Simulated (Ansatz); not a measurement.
# C3HF5: geometry at several levels, part 2 of 2

Aim: geometry at several levels, for C3HF5, with the cost of each level.

Ansatz 0.2.0, Gaussian bases. The steps go on from the part before.

**5. Relaxation, LDA/def2-SVP**

Contents of input.yaml:

```yaml
crystal:
  periodic: [false, false, false]
  atoms:
    - { symbol: F, position_ang: [2.79442091, 0.01515302, 0.23629116] }
    - { symbol: C, position_ang: [1.55726005, -0.47696343, 0.24175655] }
    - { symbol: C, position_ang: [0.48287358, 0.28862246, -0.02375963] }
    - { symbol: F, position_ang: [0.57209311, 1.59147357, -0.31088749] }
    - { symbol: C, position_ang: [-0.92814726, -0.24135281, -0.02515946] }
    - { symbol: F, position_ang: [-0.94555132, -1.56057009, 0.27215959] }
    - { symbol: F, position_ang: [-1.5085852, -0.07198505, -1.23271055] }
    - { symbol: F, position_ang: [-1.69048803, 0.40695519, 0.88162348] }
    - { symbol: H, position_ang: [1.47713416, -1.54835287, 0.47679636] }
basis:
  gaussian: { orbitals: def2-SVP }
hamiltonian:
  xc: lda
relax:
  f_tol: 0.002
  max_steps: 150
```

Run with:

```bash
ansatz run input.yaml --threads 4 --pin off --max-ram 10240MiB --backend cpu --events-out ev --progress --plain --runs-dir out
```

Standard output:

```text
Warning: RAYON_NUM_THREADS=4 ignored (pool sized by the plan → 4); use --threads N
The last accepted step is kept in <dir> (removed where the run ends without a failure and the disk answers)
Engine: ansatz 0.2.0, aarch64-unknown-linux-gnu
Functional definition: SPW92
  exchange = slater_x
  correlation = pw_c
1272 factors; their error is unknown
mean field evaluation 1: about -16580.5259 eV, gradient 4.2e1 eV
mean field evaluation 2: about -16577.9249 eV, gradient 5.8e1 eV
mean field evaluation 4: about -16583.8552 eV, gradient 5.9e0 eV
mean field evaluation 8: about -16583.9420 eV, gradient 1.1e-1 eV
mean field evaluation 16: about -16583.8464 eV, gradient 4.6e-4 eV
mean field -16583.84636911 eV, -609.4451131299 hartree, gradient 5.4e-5 eV, S^2 0.000000; 0 other end points of the search recorded, 0 dependent functions left out
the calculation of the forces begins
reference -16583.84638574 eV, -609.4451137410 hartree; 32, 32 occupied and 85, 85 virtual orbitals, 1272 factors
relax step   1: F+E_penalty+E_count = -16583.84636911 eV  Δ(F+E_penalty+E_count) = +0.000e0 eV  max|allowed force component| = 9.136e-1 eV/Å  Δτ_max = 0.0000 Å  (29 SCF iters, accepted)
these checks for a lower state are left out or cut short: starts, cluster_reference, orbital_swaps, neighbouring_geometries, increment
1272 factors; their error is unknown
mean field -16583.89460796 eV, -609.4468858751 hartree, gradient 1.5e-5 eV, S^2 0.000000; 0 other end points of the search recorded, 0 dependent functions left out
the calculation of the forces begins
reference -16583.89462461 eV, -609.4468864868 hartree; 32, 32 occupied and 85, 85 virtual orbitals, 1272 factors
relax step   2: F+E_penalty+E_count = -16583.89460796 eV  Δ(F+E_penalty+E_count) = -4.824e-2 eV  max|allowed force component| = 3.586e-1 eV/Å  Δτ_max = 0.0258 Å  (31 SCF iters, accepted)
these checks for a lower state are left out or cut short: starts, cluster_reference, orbital_swaps, neighbouring_geometries, increment
1272 factors; their error is unknown
mean field evaluation 32: about -16583.9020 eV, gradient 1.4e-5 eV
mean field -16583.90198707 eV, -609.4471570525 hartree, gradient 1.4e-5 eV, S^2 0.000000; 0 other end points of the search recorded, 0 dependent functions left out
the calculation of the forces begins
reference -16583.90200373 eV, -609.4471576646 hartree; 32, 32 occupied and 85, 85 virtual orbitals, 1272 factors
relax step   3: F+E_penalty+E_count = -16583.90198707 eV  Δ(F+E_penalty+E_count) = -7.379e-3 eV  max|allowed force component| = 3.556e-2 eV/Å  Δτ_max = 0.0121 Å  (32 SCF iters, accepted)
these checks for a lower state are left out or cut short: starts, cluster_reference, orbital_swaps, neighbouring_geometries, increment
1272 factors; their error is unknown
mean field -16583.90206660 eV, -609.4471599749 hartree, gradient 1.3e-5 eV, S^2 0.000000; 0 other end points of the search recorded, 0 dependent functions left out
the calculation of the forces begins
reference -16583.90208325 eV, -609.4471605868 hartree; 32, 32 occupied and 85, 85 virtual orbitals, 1272 factors
relax step   4: F+E_penalty+E_count = -16583.90206660 eV  Δ(F+E_penalty+E_count) = -7.952e-5 eV  max|allowed force component| = 2.148e-2 eV/Å  Δτ_max = 0.0026 Å  (24 SCF iters, accepted)
these checks for a lower state are left out or cut short: starts, cluster_reference, orbital_swaps, neighbouring_geometries, increment
1272 factors; their error is unknown
mean field -16583.90211293 eV, -609.4471616777 hartree, gradient 1.4e-5 eV, S^2 0.000000; 0 other end points of the search recorded, 0 dependent functions left out
the calculation of the forces begins
reference -16583.90212957 eV, -609.4471622893 hartree; 32, 32 occupied and 85, 85 virtual orbitals, 1272 factors
relax step   5: F+E_penalty+E_count = -16583.90211293 eV  Δ(F+E_penalty+E_count) = -4.634e-5 eV  max|allowed force component| = 8.868e-3 eV/Å  Δτ_max = 0.0043 Å  (33 SCF iters, accepted)
these checks for a lower state are left out or cut short: starts, cluster_reference, orbital_swaps, neighbouring_geometries, increment
1272 factors; their error is unknown
mean field -16583.90212106 eV, -609.4471619765 hartree, gradient 9.5e-6 eV, S^2 0.000000; 0 other end points of the search recorded, 0 dependent functions left out
the calculation of the forces begins
reference -16583.90213770 eV, -609.4471625879 hartree; 32, 32 occupied and 85, 85 virtual orbitals, 1272 factors
relax step   6: F+E_penalty+E_count = -16583.90212106 eV  Δ(F+E_penalty+E_count) = -8.130e-6 eV  max|allowed force component| = 4.728e-3 eV/Å  Δτ_max = 0.0013 Å  (23 SCF iters, accepted)
these checks for a lower state are left out or cut short: starts, cluster_reference, orbital_swaps, neighbouring_geometries, increment
1272 factors; their error is unknown
mean field -16583.90212258 eV, -609.4471620321 hartree, gradient 2.9e-5 eV, S^2 0.000000; 0 other end points of the search recorded, 0 dependent functions left out
the calculation of the forces begins
reference -16583.90213922 eV, -609.4471626436 hartree; 32, 32 occupied and 85, 85 virtual orbitals, 1272 factors
relax step   7: F+E_penalty+E_count = -16583.90212258 eV  Δ(F+E_penalty+E_count) = -1.514e-6 eV  max|allowed force component| = 1.332e-3 eV/Å  Δτ_max = 0.0004 Å  (20 SCF iters, accepted)
1272 factors; their error is unknown
mean field evaluation 64: about -16583.9944 eV, gradient 3.5e-1 eV
mean field -16583.90212258 eV, -609.4471620321 hartree, gradient 2.9e-5 eV, S^2 0.000000; 1 other end points of the search recorded, 0 dependent functions left out
the calculation of the forces begins
reference -16583.90213922 eV, -609.4471626436 hartree; 32, 32 occupied and 85, 85 virtual orbitals, 1272 factors
Total energy: -16583.90213922 eV, -609.4471626436 hartree
Atom 0 at     2.763594     0.007727     0.235433 Å, force     0.000670     0.000123    -0.000046 eV/Å
Atom 1 at     1.541736    -0.471379     0.238939 Å, force    -0.000366     0.000175     0.000391 eV/Å
Atom 2 at     0.478619     0.296288    -0.025994 Å, force     0.001332    -0.000430     0.000152 eV/Å
Atom 3 at     0.564475     1.580172    -0.309127 Å, force    -0.000484    -0.000285    -0.000036 eV/Å
Atom 4 at    -0.911589    -0.239857    -0.024093 Å, force     0.000535     0.000161     0.000005 eV/Å
Atom 5 at    -0.910811    -1.540770     0.270448 Å, force    -0.000643     0.000500    -0.000279 eV/Å
Atom 6 at    -1.487997    -0.077882    -1.213990 Å, force    -0.000561    -0.000374    -0.000341 eV/Å
Atom 7 at    -1.667212     0.394092     0.871154 Å, force    -0.000505    -0.000031     0.000404 eV/Å
Atom 8 at     1.440195    -1.545410     0.473340 Å, force     0.000022     0.000162    -0.000250 eV/Å
Dipole moment:     0.143553    -0.225945     0.063475 e Å
```

It took 6.2 s on 4 threads of Arm Neoverse V1, shared host; peak memory 0.16 GiB.

Step by step:

```csv
step,E - E(step 1) (eV),largest force component (eV/Å)
1,0.0000,0.9136
2,-0.0482,0.3586
3,-0.0556,0.0356
4,-0.0557,0.0215
5,-0.0557,0.0089
6,-0.0558,0.0047
7,-0.0558,0.0013
```

Step 1 is the start.

Before: Bond lengths: F1–C2 1.331 Å, C2–C3 1.346 Å, C3–F4 1.337 Å, C3–C5 1.507 Å, C5–F6 1.352 Å, C5–F7 1.350 Å, C5–F8 1.350 Å, C2–H9 1.100 Å. Angles: F1–C2–C3 122.1°, F1–C2–H9 115.4°, C3–C2–H9 122.6°, C2–C3–F4 122.9°, C2–C3–C5 123.2°, F4–C3–C5 113.9°, C3–C5–F6 110.8°, C3–C5–F7 111.0°, C3–C5–F8 111.0°, F6–C5–F7 108.3°, F6–C5–F8 108.3°, F7–C5–F8 107.3°.

After: Bond lengths: F1–C2 1.312 Å, C2–C3 1.338 Å, C3–F4 1.318 Å, C3–C5 1.490 Å, C5–F6 1.334 Å, C5–F7 1.332 Å, C5–F8 1.332 Å, C2–H9 1.104 Å. Angles: F1–C2–C3 122.0°, F1–C2–H9 116.2°, C3–C2–H9 121.8°, C2–C3–F4 123.4°, C2–C3–C5 122.3°, F4–C3–C5 114.3°, C3–C5–F6 110.5°, C3–C5–F7 111.0°, C3–C5–F8 111.0°, F6–C5–F7 108.4°, F6–C5–F8 108.4°, F7–C5–F8 107.3°.

**6. Relaxation, PBE-D4/def2-SVP**

Edit input.yaml of step 5 so:

```diff
@@ -15,3 +15,4 @@
 hamiltonian:
-  xc: lda
+  xc: pbe
+  dispersion: d4
 relax:
```

Run with:

```bash
ansatz run input.yaml --threads 4 --pin off --max-ram 10240MiB --backend cpu --events-out ev --progress --plain --runs-dir out
```

Standard output, shortened:

```text
Warning: RAYON_NUM_THREADS=4 ignored (pool sized by the plan → 4); use --threads N
[...]
[... 1 set-up line as earlier in the session ...]
[...]
1272 factors; their error is unknown
[...]
mean field -16681.39505264 eV, -613.0299611287 hartree, gradient 5.1e-5 eV, S^2 0.000000; 0 other end points of the search recorded, 0 dependent functions left out
[...]
reference -16681.39507025 eV, -613.0299617759 hartree; 32, 32 occupied and 85, 85 virtual orbitals, 1272 factors
relax step   1: F+E_penalty+E_count = -16681.57114330 eV  Δ(F+E_penalty+E_count) = +0.000e0 eV  max|allowed force component| = 1.502e-2 eV/Å  Δτ_max = 0.0000 Å  (29 SCF iters, accepted)
[...]
relax step   4: F+E_penalty+E_count = -16681.57118362 eV  Δ(F+E_penalty+E_count) = -2.682e-6 eV  max|allowed force component| = 3.519e-3 eV/Å  Δτ_max = 0.0006 Å  (20 SCF iters, accepted)
[...]
Total energy: -16681.57120158 eV, -613.0364344829 hartree
Atom 0 at     2.792951     0.017877     0.235694 Å, force     0.000327     0.000077    -0.000079 eV/Å
Atom 1 at     1.557400    -0.477798     0.241721 Å, force    -0.001014    -0.000088     0.000260 eV/Å
Atom 2 at     0.482564     0.287204    -0.023596 Å, force     0.000128     0.000140    -0.000055 eV/Å
Atom 3 at     0.573938     1.590098    -0.310483 Å, force     0.000092    -0.000055    -0.000045 eV/Å
Atom 4 at    -0.928391    -0.241172    -0.025239 Å, force    -0.000404     0.000143    -0.000093 eV/Å
Atom 5 at    -0.946678    -1.560251     0.271860 Å, force     0.000094    -0.000066    -0.000004 eV/Å
Atom 6 at    -1.508985    -0.071346    -1.232634 Å, force     0.000141     0.000015     0.000146 eV/Å
Atom 7 at    -1.690687     0.407345     0.881431 Å, force     0.000181    -0.000067    -0.000073 eV/Å
Atom 8 at     1.478898    -1.548976     0.477355 Å, force     0.000454    -0.000100    -0.000057 eV/Å
Dipole moment:     0.144940    -0.235242     0.065674 e Å
```

It took 7.3 s on 4 threads of Arm Neoverse V1, shared host; peak memory 0.16 GiB.

The steps of the relaxation:

| step | E - E(step 1) (eV) | largest force component (eV/Å) |
| --- | --- | --- |
| 1 | 0.0000 | 0.0150 |
| 2 | 0.0000 | 0.0108 |
| 3 | 0.0000 | 0.0051 |
| 4 | 0.0000 | 0.0035 |
| 5 | 0.0000 | 0.0010 |

Step 1 is the start.

Before: Bond lengths: F1–C2 1.331 Å, C2–C3 1.346 Å, C3–F4 1.337 Å, C3–C5 1.507 Å, C5–F6 1.352 Å, C5–F7 1.350 Å, C5–F8 1.350 Å, C2–H9 1.100 Å. Angles: F1–C2–C3 122.1°, F1–C2–H9 115.4°, C3–C2–H9 122.6°, C2–C3–F4 122.9°, C2–C3–C5 123.2°, F4–C3–C5 113.9°, C3–C5–F6 110.8°, C3–C5–F7 111.0°, C3–C5–F8 111.0°, F6–C5–F7 108.3°, F6–C5–F8 108.3°, F7–C5–F8 107.3°.

After: Bond lengths: F1–C2 1.331 Å, C2–C3 1.346 Å, C3–F4 1.337 Å, C3–C5 1.507 Å, C5–F6 1.352 Å, C5–F7 1.350 Å, C5–F8 1.350 Å, C2–H9 1.100 Å. Angles: F1–C2–C3 121.9°, F1–C2–H9 115.5°, C3–C2–H9 122.6°, C2–C3–F4 122.8°, C2–C3–C5 123.3°, F4–C3–C5 113.9°, C3–C5–F6 110.8°, C3–C5–F7 111.1°, C3–C5–F8 111.1°, F6–C5–F7 108.3°, F6–C5–F8 108.3°, F7–C5–F8 107.3°.

**7. Geometries side by side**

```csv
level,F1–C2 (Å),C2–C3 (Å),C3–F4 (Å),rotational constants (MHz),dipole (D),CPU time
HF/STO-3G,1.3524,1.3228,1.3577,"3268, 1348.9, 1159.8",1.06,11 s
HF/6-31G*,1.3159,1.3078,1.3206,"3566.9, 1436, 1239.2",1.80,30 s
LDA/def2-SVP,1.3124,1.3378,1.3175,"3470.2, 1430.7, 1228.4",1.32,22 s
PBE-D4/def2-SVP,1.3313,1.3457,1.3372,"3400.7, 1391.9, 1198.2",1.36,27 s
```

Constants are for the commonest isotopes at the equilibrium geometry; times are CPU times of the relaxations.

**8. Summary of results**

This closing draws on all 2 parts.

| quantity | value |
| --- | --- |
| F1–C2 at PBE-D4/def2-SVP | 1.331 Å |
| C2–C3 at PBE-D4/def2-SVP | 1.346 Å |
| C3–F4 at PBE-D4/def2-SVP | 1.337 Å |

The F–C distance spreads over 0.040 Å, from LDA/def2-SVP (shortest) to HF/STO-3G.
